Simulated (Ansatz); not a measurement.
**CH₃AgF₃P: up Jacob's ladder to CCSD(T)**

Aim: compute CH₃AgF₃P with functionals from several rungs and with coupled cluster, and see how far each lands from CCSD(T) at the basis-set limit for the atomisation energy.

Program: Ansatz 0.2.0, Gaussian basis. Level of theory: functionals in def2-TZVPP, the program's frozen cores in correlated methods. These are calculated values, not measurements.

Levels to be run: LDA (SPW92), PBE-D4, revPBE-D4, BLYP-D4, r2SCAN-D4, B97M-V, PBE0-D4, B3LYP-D4, r2SCANh-D4, r2SCAN0-D4, HSE06-D4, BHLYP-D4, CAM-B3LYP-D4, LC-ωPBE, ωB97X-V, ωB97M-V, B2PLYP, PBE-QIDH; CCSD(T)/def2-SVP; CCSD(T)/def2-TZVPP; MP2/def2-QZVPP; extrapolation to the limit; RPA on PBE.

### Step 1. The relaxed structure

The geometry comes from an earlier relaxation with PBE0-D4 in a triple-zeta def2 set; it is a stationary point, not always the lowest conformer. Ag takes the def2 core potential; no spin-orbit term is included.

SMILES `[CH3][Ag-][P+](F)(F)F`, 9 atoms, charge 0, spin multiplicity 1.

Atoms are counted from 1 here; the program's logs count them from 0.

Bond lengths: C1–Ag2 2.085 Å, C1–H7 1.092 Å, C1–H8 1.092 Å, C1–H9 1.092 Å, Ag2–P3 2.328 Å, P3–F4 1.552 Å, P3–F5 1.552 Å, P3–F6 1.552 Å. Angles: Ag2–C1–H7 110.4°, Ag2–C1–H8 110.4°, Ag2–C1–H9 110.4°, H7–C1–H8 108.5°, H7–C1–H9 108.5°, H8–C1–H9 108.5°, C1–Ag2–P3 180.0°, Ag2–P3–F4 118.4°, Ag2–P3–F5 118.4°, Ag2–P3–F6 118.4°, F4–P3–F5 99.2°, F4–P3–F6 99.2°, F5–P3–F6 99.2°.

### Step 2. LDA

This LDA is Slater exchange with PW92 correlation.

File in.yaml:

```yaml
crystal:
  periodic: [false, false, false]
  atoms:
    - {symbol: C, position_ang: [-0.280927, -1.864373, 1.338044]}
    - {symbol: Ag, position_ang: [-0.027859, -0.182655, 0.131258]}
    - {symbol: P, position_ang: [0.255229, 1.694445, -1.216055]}
    - {symbol: F, position_ang: [-0.603755, 1.816030, -2.502840]}
    - {symbol: F, position_ang: [1.657198, 1.960187, -1.826167]}
    - {symbol: F, position_ang: [-0.018212, 3.092773, -0.600971]}
    - {symbol: H, position_ang: [0.659363, -2.127471, 1.827979]}
    - {symbol: H, position_ang: [-0.610226, -2.717197, 0.740001]}
    - {symbol: H, position_ang: [-1.030810, -1.671729, 2.108742]}
basis:
  gaussian: {orbitals: def2-TZVPP}
hamiltonian: {xc: lda}
output: {orbitals: {seedname: orbitals}}
```

Launch:

```
$ ansatz run in.yaml --threads 4 --pin off --events-out ev --progress --plain --max-ram 11315MiB
```

The runs that follow: PBE-D4 (GGA); revPBE-D4 (GGA); BLYP-D4 (GGA); r2SCAN-D4 (meta-GGA); B97M-V (meta-GGA); B3LYP-D4 (hybrid); r2SCANh-D4 (hybrid); r2SCAN0-D4 (hybrid); HSE06-D4 (hybrid); BHLYP-D4 (hybrid); CAM-B3LYP-D4 (range-separated); LC-ωPBE (range-separated); ωB97X-V (range-separated); ωB97M-V (range-separated); B2PLYP (double hybrid); PBE-QIDH (double hybrid); CCSD(T) in def2-SVP; CCSD(T) in def2-TZVPP; MP2 in def2-QZVPP; RPA on PBE orbitals.

Before running them: what should the planned runs give, taken together? Wanted: atomisation energy, CCSD(T)/CBS; farthest beyond LDA; mean size of error, GGA; mean size of error, meta-GGA; mean size of error, hybrid; mean size of error, range-separated; mean size of error, double hybrid; gap, smallest and largest; T1 diagnostic.

The runs gave:

```
                               quantity                                              value
        atomisation energy, CCSD(T)/CBS                                          31.947 eV
    functionals within 0.160 eV (0.5 %)  BLYP-D4, r2SCAN-D4, B97M-V, CAM-B3LYP-D4, ωB97X-V
                    farthest beyond LDA                               BHLYP-D4 (-1.913 eV)
                mean size of error, GGA                                           0.426 eV
           mean size of error, meta-GGA                                           0.129 eV
             mean size of error, hybrid                                           0.704 eV
    mean size of error, range-separated                                           0.120 eV
      mean size of error, double hybrid                                           0.598 eV
              gap, smallest and largest                3.21 eV (PBE-D4), 9.53 eV (LC-ωPBE)
                          T1 diagnostic                                             0.0148
triples share of the correlation energy                                              3.4 %
```

**Reading.** LDA overbinds by 6.055 eV (19 %). PBE-D4 misses by +0.859 eV. Double hybrids carry the basis error of their MP2 part in triple zeta, and no dispersion term here, so their miss is partly the set-up's. The rungs range-separated, meta-GGA miss on average by less than the doubt on the reference (0.160 eV), so they tie. The reference freezes the cores and leaves out spin-orbit coupling and excitations past (T), so misses under about 0.160 eV can't be ranked. All levels share the lack of spin-orbit coupling, which lowers the free heavy atoms and so the true binding. Hartree-Fock recovers 66 % of the binding; the rest is correlation. CCSD(T) in def2-SVP is off by -3.291 eV, so the small basis spoils what the method gains. Orbital gaps span 3.2 to 9.5 eV; exact exchange widens them. Correlated methods include outer-core shells of Ag, which these sets cover unevenly.
